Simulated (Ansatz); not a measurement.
# Ca2Zr2N: the cost of one run

Computed with Ansatz 0.2.0 (DFT PBE, scalar-relativistic, plane waves, PAW, unless a step's input says otherwise).

## Step 1: The system as given

Symmetry: P4/mmm, No. 123, tetragonal system. Conventional cell: a = 4.519 Å, b = 4.519 Å, c = 4.420 Å, α = 90.00°, β = 90.00°, γ = 90.00°. Ca (site symmetry mmm) has 2 Zr at 2.26 Å and 2 N at 2.26 Å in its first shell of neighbours. Around Zr (site symmetry 4/mmm) lie 2 Zr at 2.21 Å. Around Zr (site symmetry 4/mmm) lie 2 Zr at 2.21 Å and 4 Ca at 2.26 Å. N (site symmetry 4/mmm) is surrounded by 4 Ca at 2.26 Å.

Structure file:

```xyz
5
Lattice="4.5188 0.0000 0.0000 0.0000 4.5188 0.0000 0.0000 0.0000 4.4203" Properties=species:S:1:pos:R:3 pbc="T T T"
Ca    2.2594    0.0000    0.0000
Ca    0.0000    2.2594    0.0000
Zr    2.2594    2.2594    2.2102
Zr    2.2594    2.2594    0.0000
N     0.0000    0.0000    0.0000
```

Recipe of the guess: random cell by space group and Wyckoff sites (P4/mmm, No. 123). Lengths come from tabulated atomic sizes and are only a guess.

## Step 2: Probe: one point on a coarse mesh

input.yaml

```yaml
crystal:
  lattice:
    - [4.51881841, 0.0, 0.0]
    - [0.0, 4.51881841, 0.0]
    - [0.0, 0.0, 4.42034093]
  atoms:
    - { symbol: Ca, position: [0.5, 0.0, 0.0] }
    - { symbol: Ca, position: [0.0, 0.5, 0.0] }
    - { symbol: Zr, position: [0.5, 0.5, 0.5] }
    - { symbol: Zr, position: [0.5, 0.5, 0.0] }
    - { symbol: "N", position: [0.0, 0.0, 0.0] }
basis:
  ecutwfc: 420
kpoints:
  mp_grid: { grid: [4, 4, 4] }
hamiltonian:
  xc: pbe
scf:
  occupations: { method: gaussian, width: 0.1 }
  lower_state_search: "off"
output:
  forces: true
  stress: true
  eigenvalues: true
```

Command:

```bash
$ ansatz run input.yaml --threads 1 --pin off --max-ram 2560MiB --backend cpu --events-out ev --progress --plain --runs-dir out
```

**Question.** How long does this run take on 1 thread of Arm Neoverse V1, shared host, and how much memory does it need?

About 4.2 s, with a peak of 0.35 GiB.
